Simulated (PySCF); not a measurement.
# BiN at other levels of theory

Aim: see what other levels and later steps give for BiN.

Method: each script names its method and basis; program: PySCF 2.14.0.

7 further runs of the same task are left out: 1 for a known fault of the program, 6 that didn't finish.

### 1 The starting structure

BiN: 2 atoms, charge 0, spin multiplicity 1.

Bond lengths: Bi1–N2 2.115 Å.

### 2 The run that the others are compared with

input.py reads:

```python
from pyscf import gto, dft

mol = gto.M(
    atom='Bi 0 0 0; N 0 0 2.115',
    basis='crenbl',
    ecp={'Bi': 'crenbl', 'N': 'crenbl'},
    charge=0,
    spin=0,
    symmetry=True,
    verbose=4,
)
mf = dft.UKS(mol, xc='m06')
mf.kernel()
g = mf.nuc_grad_method()
g.grid_response = True
g.kernel()
mf.dip_moment()
print('orbital energies (hartree):', [e[max(0, n-3):n+3].round(4) for e, n in zip(mf.mo_energy, mol.nelec)])
```

Launch:

```console
python input.py
```

Its log is not repeated here.

It gives: E(SCF) = -81.784963 Eh, 13 cycles, μ = 5.23 D, gradient on the second atom 0.0239 Eh/bohr.

The bond length is a typed value, not an optimised one.

### 3 X3lyp

Run 1 changes functional: m06 → x3lyp.

input.py reads:

```python
from pyscf import gto, dft

mol = gto.M(
    atom='Bi 0 0 0; N 0 0 2.115',
    basis='crenbl',
    ecp={'Bi': 'crenbl', 'N': 'crenbl'},
    charge=0,
    spin=0,
    symmetry=True,
    verbose=4,
)
mf = dft.UKS(mol, xc='x3lyp')
mf.kernel()
g = mf.nuc_grad_method()
g.grid_response = True
g.kernel()
mf.dip_moment()
print('orbital energies (hartree):', [e[max(0, n-3):n+3].round(4) for e, n in zip(mf.mo_energy, mol.nelec)])
```

Launch:

```console
python input.py
```

### 4 MP2 (UHF)

Run 2 changes step after the SCF: gradient → mp2; SCF type: UKS → UHF; functional: m06 → none (Hartree–Fock).

input.py: that of step 2 with these lines changed.

```diff
@@ -1,2 +1,2 @@
-from pyscf import gto, dft
+from pyscf import gto, scf, mp
 
@@ -11,7 +11,5 @@
 )
-mf = dft.UKS(mol, xc='m06')
+mf = scf.UHF(mol)
 mf.kernel()
-g = mf.nuc_grad_method()
-g.grid_response = True
-g.kernel()
+mp.MP2(mf).kernel()
 mf.dip_moment()
```

### 5 ROKS

Run 3 changes SCF type: UKS → ROKS.

input.py reads:

```python
from pyscf import gto, dft

mol = gto.M(
    atom='Bi 0 0 0; N 0 0 2.115',
    basis='crenbl',
    ecp={'Bi': 'crenbl', 'N': 'crenbl'},
    charge=0,
    spin=0,
    symmetry=True,
    verbose=4,
)
mf = dft.ROKS(mol, xc='m06')
mf.kernel()
g = mf.nuc_grad_method()
g.grid_response = True
g.kernel()
mf.dip_moment()
print('orbital energies (hartree):', mf.mo_energy[..., max(0, mol.nelec[1]-3):mol.nelec[0]+3].round(4))
```

Before running it: what results should come out? Wanted: for each run, E(SCF); from base; gap; SCF dipole; after the SCF.

The runs gave:

| run | E(SCF) (hartree) | from base (eV) | cycles | gap (eV) | SCF dipole (D) | after the SCF |
| --- | --- | --- | --- | --- | --- | --- |
| base | -81.784963 | 0 | 13 | 3.78 | 5.23 | n/a |
| x3lyp | -81.761644 | not comparable | 13 | 3.61 | 4.97 | n/a |
| MP2 (UHF) | -79.914850 | not comparable | 16 | 8.52 | 5.33 | MP2 correlation -13.118 eV |
| ROKS | -81.784963 | 0.0000 | 12 | n/a | 5.23 | n/a |

No change of the SCF energy comes from ROKS. The gap between the frontier levels is 3.6 eV with x3lyp (22 % exact exchange) and 3.8 eV with m06 (27 %). Total energies of different functionals can't be compared with each other; differences within one functional can.
